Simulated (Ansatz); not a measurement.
Working through an atomisation energy of BrSi

Program: Ansatz 0.2.0 through its Python package.

Run as a notebook:

```python
from collections import Counter

import ansatz as az
```

```python
BASIS_SET = "def2-SVP"
XC = "pbe0"
```

```python
def single_point(molecule, charge=0, unpaired=0):
    calc = (
        molecule.calculation()
        .basis(gaussian=BASIS_SET)
        .functional(XC)
    )
    if charge:
        calc = calc.charge(charge)
    if unpaired:
        calc = calc.spin("collinear", total=unpaired)
    report = calc.run(threads=1, backend="cpu").report
    if report["published_state_doubts"]:
        print("  doubts:", report["published_state_doubts"])
    return report["free_energy_ev"]
```

```python
geometry_ang = [
    ("Si", [0.0, 0.0, 0.0]),
    ("Br", [0.0, 0.0, 2.23]),
]
geometry = az.Crystal.molecule()
for symbol, xyz in geometry_ang:
    geometry = geometry.atom(symbol, xyz)
```

```python
# unpaired electrons of the ground-state atoms
unpaired = {"Si": 2, "Br": 1}
counts = Counter(site.symbol for site in geometry.cartesian_sites)
atom_energy = {s: single_point(az.Crystal.molecule().atom(s, (0, 0, 0)), 0, unpaired[s]) for s in counts}
whole = single_point(geometry, 0, 1)
for s, e in atom_energy.items():
    print(f"{s:2s} x{counts[s]}  {e:14.5f} eV")
print(f"BrSi: {whole:.5f} eV")
split = sum(counts[s] * e for s, e in atom_energy.items()) - whole
print(f"atomisation energy (no zero-point term): {96.485332 * split:.1f} kJ/mol, {split / sum(counts.values()):.3f} eV an atom")
```

    Si x1     -7868.22521 eV
    Br x1    -70028.48150 eV
    BrSi: -77900.57842 eV
    atomisation energy (no zero-point term): 373.6 kJ/mol, 1.936 eV an atom

373.6 kJ/mol from the electronic energies, without the zero-point term.

Reading the output:
- Total energies depend on the basis set; only differences at equal settings carry meaning.
- The geometry is a force-field or estimated start, not a minimum of this method, and the basis set is short of its limit. All parts are taken at fixed geometry, without zero-point energy.
- The species is open-shell (spin multiplicity 2).
- The spin-orbit lowering of heavy atoms is left out.
- The spin state was assumed, and another may lie lower.
- Timing: 2.4 s on 1 thread of Intel(R) Xeon(R) 6975P-C (Granite Rapids), with other jobs on the host, peak memory 0.19 GiB.

(Lines on the test bed's own set-up are left out of the output.)
